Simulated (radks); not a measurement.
**Valence configurations of Bi**

One table from this session's results is given with a row withheld; the runs are named, their logs left out.

Method: scalar-relativistic Kohn-Sham, LDA (Slater exchange, Perdew-Wang correlation), spin-unpolarised, spherical densities, finite nucleus. Code: radks (a radial shooting solver on a logarithmic mesh, Libxc functionals) version 1.

**The atom as given**

- element: bismuth (Z = 83)
- charge: 0
- electrons: 83
- configuration: [Hg] 6p3
- nuclear rms radius: 5.5211 fm
- others tried: [Xe] 4f13.5 5d10 6s2 6p3.5; [Xe] 4f13.5 5d9.5 6s2 6p4; [Xe] 4f14 5d9.5 6s2 6p3.5; [Xe] 4f14 5d10 6s1 6p4; [Xe] 4f13 5d10 6s2 6p4; [Xe] 4f14 5d8.5 6s2 6p4.5; [Xe] 4f13.5 5d10 6s1.5 6p4; [Xe] 4f14 5d10 6s1.5 6p3.5; [Xe] 4f14 5d9 6s2 6p4

Outer shells as boxes (Hund's rule):

Bi
```
[Hg] core
6p [↑ ][↑ ][↑ ]
```

Set-up of the first run:

Settings of this run:

```text
Z 83
configuration [Hg] 6p3
relativity scalar-relativistic
functional lda,pw
spin unpolarised
nucleus finite rms 5.5211 fm
c 137.035999084
```

Steps of the session up to this table: [Hg] 6p3.

One of the session's tables, all rows but one given; the rest of the session is left out.

It belongs to the step «[Hg] 6p3». Sizes of the orbitals, from the radial functions (bohr):

| level | <r> | outermost maximum (interpolated) | 90 % within | nodes |
| --- | --- | --- | --- | --- |
| 4p | 0.4029 | 0.376 | 0.583 | 2 |
| 4d | 0.4227 | 0.382 | 0.629 | 1 |
| 5s | 0.8303 | 0.770 | 1.18 | 4 |
| 4f | 0.4411 | 0.342 | 0.698 | 0 |
| 5p | 0.9475 | 0.859 | 1.37 | 3 |
| 5d | ? | ? | ? | ? |
| 6s | 2.167 | 1.87 | 3.17 | 5 |
| 6p | 3.042 | 2.45 | 4.62 | 4 |

Q: Estimate the row for 5d from the others.

The run gave: <r>: 1.236; outermost maximum (interpolated): 1.03; 90 % within: 1.86; nodes: 2. In the column «<r>» it lies between 5p (0.9475) and 6s (2.167).
